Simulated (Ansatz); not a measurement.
# Ti3Nb and its elements: a formation energy from the elements

With the Python package of Ansatz (0.2.0).

Notebook, run cell by cell (the value of a cell's last expression is shown):

**Cell 1**
```python
from collections import Counter

import ansatz as az
import numpy as np
```

**Cell 2**
```python
PHASES = {
    "Ti3Nb": (
        [(4.133433, 0.0, 0.0), (0.0, 4.133433, 0.0), (0.0, 0.0, 4.133433)],
        [
            ("Ti", (0.0, 0.5, 0.5)),
            ("Ti", (0.5, 0.0, 0.5)),
            ("Ti", (0.5, 0.5, 0.0)),
            ("Nb", (0.0, 0.0, 0.0)),
        ],
    ),
    "Ti": (
        [(2.95, 0.0, 0.0), (-1.475, 2.554775, 0.0), (0.0, 0.0, 4.68)],
        [
            ("Ti", (1 / 3, 2 / 3, 0.25)),
            ("Ti", (2 / 3, 1 / 3, 0.75)),
        ],
    ),
    "Nb": (
        [(-1.66395, 1.66395, 1.66395), (1.66395, -1.66395, 1.66395), (1.66395, 1.66395, -1.66395)],
        [
            ("Nb", (0.0, 0.0, 0.0)),
        ],
    ),
}
```

**Cell 3**
```python
def build(vectors, sites):
    crystal = az.Crystal(lattice=az.Lattice.of(vectors))
    for symbol, position in sites:
        crystal = crystal.atom(symbol, position)
    return crystal
```

**Cell 4**
```python
def ground_state(name, crystal):
    calc = (
        crystal.calculation()
        .scf(tolerance=1e-09, max_iterations=150, extra_bands=4)
        .basis(16 * az.Ha, xc_grid=2)
        .mixing("anderson")
        .functional("pbesol")
        .kpoints(spacing=0.39)
        .occupations("cold", width=0.05)
        .stress()
    )
    calc = calc.relax(force_tolerance=0.03, max_steps=40, cell=True)
    return calc.run()


def counts(outcome):
    return Counter(site.symbol for site in outcome.lattice.sites)

def formation_energy(outcome, mu):
    n = counts(outcome)
    return (outcome.report["energy_sigma0_ev"] - sum(k * mu[element] for element, k in n.items())) / sum(n.values())
```

**Cell 5**
```python
def volume_per_atom(outcome):
    return abs(np.linalg.det(outcome.lattice.cell_ang)) / len(outcome.lattice.sites)

phases = {name: build(*cell) for name, cell in PHASES.items()}
```

**Cell 6**
```python
done = {name: ground_state(name, crystal) for name, crystal in phases.items()}

# energy of one atom in its reference phase
references = {"Ti": "Ti", "Nb": "Nb"}
mu = {element: done[name].report["energy_sigma0_ev"] / len(done[name].lattice.sites) for element, name in references.items()}
```
Output:
```text
DeckWarning: relax.cell: scf.convergence.dr2_threshold = 1e-9 eV is looser than the 4e-10 eV advised for a relaxation that steers and ends on the stress (1e-10 eV for each atom of the cell: 4). What an SCF threshold leaves in a stress goes as its square root, and in the free energy as the threshold itself, and one threshold admits the most on a small cell: of the crystals measured, under no [...]
DeckWarning: relax.cell: scf.convergence.dr2_threshold = 1e-9 eV is looser than the 2e-10 eV advised for a relaxation that steers and ends on the stress (1e-10 eV for each atom of the cell: 2). What an SCF threshold leaves in a stress goes as its square root, and in the free energy as the threshold itself, and one threshold admits the most on a small cell: of the crystals measured, under no [...]
DeckWarning: relax.cell: scf.convergence.dr2_threshold = 1e-9 eV is looser than the 1e-10 eV advised for a relaxation that steers and ends on the stress (1e-10 eV for each atom of the cell: 1). What an SCF threshold leaves in a stress goes as its square root, and in the free energy as the threshold itself, and one threshold admits the most on a small cell: of the crystals measured, under no [...]
```

**Cell 7**
```python
target = done["Ti3Nb"]
heat = formation_energy(target, mu)
n = counts(target)
print("cell content:", dict(n), " volume", round(volume_per_atom(target), 3), "A^3/atom")
print("formation energy", round(heat, 4), "eV/atom,", round(heat * sum(n.values()), 4), "eV per cell")
print("bound against the elements" if heat < 0 else "unbound against the elements")
```
Output:
```text
cell content: {<Element.TI: 'Ti'>: 3, <Element.NB: 'Nb'>: 1}  volume 16.866 A^3/atom
formation energy 0.0657 eV/atom, 0.263 eV per cell
unbound against the elements
```

Notes:
- These settings explore the input space; cutoff and mesh may be short of convergence.
- For the metals among these phases the mesh is modest: differences between phases can be off by up to 40 meV an atom.
- The cells come from databases of deposited and of computed structures, and not all need be stable phases.
- Warnings are shown shortened and without file and line.
- The compound is the structure given, not necessarily its lowest; energies are at zero temperature, with no correction for gases. A semilocal functional's error on such energies is often 0.05 to 0.1 eV an atom, and 0.1 to 0.3 eV against gases such as O2 or F2.
- Hardware and time: 16 s on 1 thread of Arm Neoverse V1, on a shared host, peak memory 0.41 GiB.

(Lines on the test bed's own set-up are left out of the output.)
